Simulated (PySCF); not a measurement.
# TlN (triplet) under other conditions

Aim: change spin, charge, geometry, field or solvent of TlN (triplet), one at a time, and compare with the base run.

Method: each script names its method and basis; program: PySCF 2.14.0.

6 further runs of the same task are left out: 1 for a known fault of the program, 5 that didn't finish.

### 1 The starting structure

TlN (triplet): 2 atoms, charge 0, spin multiplicity 3.

Bond lengths: Tl1–N2 2.398 Å.

### 2 The base run

Contents of input.py:

```python
from pyscf import gto, scf

mol = gto.M(
    atom='Tl 0 0 0; N 0 0 2.398',
    basis='def2-tzvpp',
    ecp={'Tl': 'def2-tzvpp'},
    charge=0,
    spin=2,
    verbose=4,
)
mf = scf.UHF(mol)
mf.kernel()
mf.dip_moment()
print('orbital energies (hartree):', [e[max(0, n-3):n+3].round(4) for e, n in zip(mf.mo_energy, mol.nelec)])
```

Launch:

```sh
> python input.py
```

The log of this run is left out.

Base result: E(SCF) = -225.914854 Eh, 15 cycles, ⟨S²⟩ = 2.143, μ = 3.42 D.

The bond length is a typed value, not an optimised one. The triplet is typed in the script; nothing here shows that it is the ground state.

### 3 Bond 2.11 Å

Edit 1 changes bond length: 2.398 Å → 2.11 Å.

Contents of input.py:

```python
from pyscf import gto, scf

mol = gto.M(
    atom='Tl 0 0 0; N 0 0 2.11',
    basis='def2-tzvpp',
    ecp={'Tl': 'def2-tzvpp'},
    charge=0,
    spin=2,
    verbose=4,
)
mf = scf.UHF(mol)
mf.kernel()
mf.dip_moment()
print('orbital energies (hartree):', [e[max(0, n-3):n+3].round(4) for e, n in zip(mf.mo_energy, mol.nelec)])
```

Launch:

```sh
> python input.py
```

### 4 Bond 4.796 Å

Edit 2 changes bond length: 2.398 Å → 4.796 Å.

Edit input.py of step 2 so:

```diff
@@ -3,3 +3,3 @@
 mol = gto.M(
-    atom='Tl 0 0 0; N 0 0 2.398',
+    atom='Tl 0 0 0; N 0 0 4.796',
     basis='def2-tzvpp',
```

### 5 Lengths in bohr

Edit 3 changes length unit: angstrom → bohr; bond length: 2.398 Å → 2.398 bohr.

Edit input.py of step 2 so:

```diff
@@ -8,2 +8,3 @@
     spin=2,
+    unit='bohr',
     verbose=4,
```

### 6 Bond 0.3 Å

Edit 4 changes bond length: 2.398 Å → 0.3 Å.

Edit input.py of step 2 so:

```diff
@@ -3,3 +3,3 @@
 mol = gto.M(
-    atom='Tl 0 0 0; N 0 0 2.398',
+    atom='Tl 0 0 0; N 0 0 0.3',
     basis='def2-tzvpp',
```

### 7 Septet

Edit 5 changes spin (2S): 2 → 6.

Edit input.py of step 2 so:

```diff
@@ -7,3 +7,3 @@
     charge=0,
-    spin=2,
+    spin=6,
     verbose=4,
```

Before running it: what results should come out? Wanted: for each run, E(SCF); from base; gap, α spin; SCF dipole.

As calculated:

| run | E(SCF) (hartree) | from base (eV) | cycles | gap, α spin (eV) | SCF dipole (D) |
| --- | --- | --- | --- | --- | --- |
| base | -225.914854 | 0 | 15 | 10.10 | 3.42 |
| bond 2.11 Å | -225.908098 | +0.1838 | 13 | 9.57 | 2.31 |
| bond 4.796 Å | -225.786096 | +3.5037 | 29 | 4.03 | 13.93 |
| lengths in bohr (poor choice) | -225.058683 | not comparable | 15 | 8.54 | 0.24 |
| bond 0.3 Å (poor choice) | -100.993697 | +3399.2778 | 13 | 4.91 | 1.98 |
| septet | -225.736214 | +4.8610 | 11 | 7.31 | 1.79 |

What this shows: Of the runs whose energies can be compared, “bond 0.3 Å” moves the SCF energy most (+3399.278 eV). The septet solution found lies 4.86 eV above the base triplet at this geometry and level. With bond 4.796 Å the frontier gap moves by over 1.5 eV, which can mean another electronic state rather than the bond length alone. With bond 0.3 Å the frontier gap moves by over 1.5 eV, which can mean another electronic state rather than the bond length alone. Rows marked «poor choice» come from settings spoiled on purpose.
